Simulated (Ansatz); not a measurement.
# WS2 (Tungstenite): testing the settings of optics runs

Aim: run 1 optics input for WS2 (Tungstenite) as typed, and read from each log whether it ends well.

The COD entry's cell or inner coordinates are ideal or old and differ from later refinements, so a difference from it is no clean test against experiment.

Program: Ansatz 0.2.0. Level of theory: plane waves, PAW; settings as the input shows. These are calculated values, not measurements.

## Step 1: The starting structure

The structure is hexagonal, space group P6_3/mmc (No. 194). The conventional cell has a = 3.170 Å, b = 3.170 Å, c = 12.491 Å, α = 90.00°, β = 90.00°, γ = 120.00°. W (site symmetry -6m2) has 6 S at 2.41 Å as nearest neighbours. Around S (site symmetry 3m) lie 3 W at 2.41 Å.

Structure file:

```cif
data_structure
_symmetry_space_group_name_H-M 'P 1'
_symmetry_Int_Tables_number 1
_cell_length_a 3.1699
_cell_length_b 3.1699
_cell_length_c 12.4911
_cell_angle_alpha 90.000
_cell_angle_beta 90.000
_cell_angle_gamma 120.000
_cell_volume 108.70
loop_
_atom_site_label
_atom_site_type_symbol
_atom_site_fract_x
_atom_site_fract_y
_atom_site_fract_z
_atom_site_occupancy
W1 W 0.33333 0.66667 0.25000 1
W2 W 0.66667 0.33333 0.75000 1
S1 S 0.33333 0.66667 0.62489 1
S2 S 0.66667 0.33333 0.12489 1
S3 S 0.33333 0.66667 0.87511 1
S4 S 0.66667 0.33333 0.37511 1
```

The cell was relaxed beforehand with r2SCAN+rVV10; those runs aren't shown. No spin polarisation is used; should the compound be magnetic, its bands and low-energy spectrum would differ. No run includes spin-orbit coupling, which matters for W.

For scale, an earlier run with the standard settings (PBE, 9×9×2, gaussian width 0.1 eV, scissors 0 eV) gave ε∞ 14.37 (xx, yy), 8.88 (zz); tallest peak of ε₂: 16.8 at 2.75 eV.

## Step 2: Try 1

input.yaml reads:

```yaml
crystal:
  lattice:
    - [3.1699447086, 0.0, 0.0]
    - [-1.5849723543, 2.7452526462, 0.0]
    - [0.0, 0.0, 12.4911157636]
  atoms:
    - { symbol: W, position: [0.3333333333, 0.6666666667, 0.25] }
    - { symbol: W, position: [0.6666666667, 0.3333333333, 0.75] }
    - { symbol: S, position: [0.3333333333, 0.6666666667, 0.6248924623] }
    - { symbol: S, position: [0.6666666667, 0.3333333333, 0.1248924623] }
    - { symbol: S, position: [0.3333333333, 0.6666666667, 0.8751075377] }
    - { symbol: S, position: [0.6666666667, 0.3333333333, 0.3751075377] }
kpoints:
  mp_grid: { grid: [12, 12, 2] }
hamiltonian:
  xc: lda
scf:
  occupations: { method: fixed }
output:
  optics:
    e_range: [12, 0]
    de: 0.1
    sigma: 0.4
    scissors: 1.0
    scheme: fermi_dirac
    bands: { spectra_wanted_up_to: 20 }
```

Started as:

```bash
$ ansatz run input.yaml --threads 4 --pin off --max-ram 5529MiB --backend cpu --events-out ev --progress --plain --runs-dir out
```

The log of the run:

```text
Error: invalid value for `output.optics.e_range`: [12, 0] eV must be finite with min < max
```

It took 0.13 s on 4 threads of Arm Neoverse V1, shared host; peak memory 0.084 GiB.

**Diagnosis.** The program refused the input. The photon range runs backwards. To mend it, put the lower energy first.

## Step 3: How the runs ended

| try | settings | ended | fault | time |
| --- | --- | --- | --- | --- |
| 1 | LDA, 12×12×2, fermi-dirac width 0.4 eV, scissors 1 eV | refused | the photon range runs backwards | 0.13 s |

In words: 1 refused. No run passed without a fault or warning, so no result is quoted.
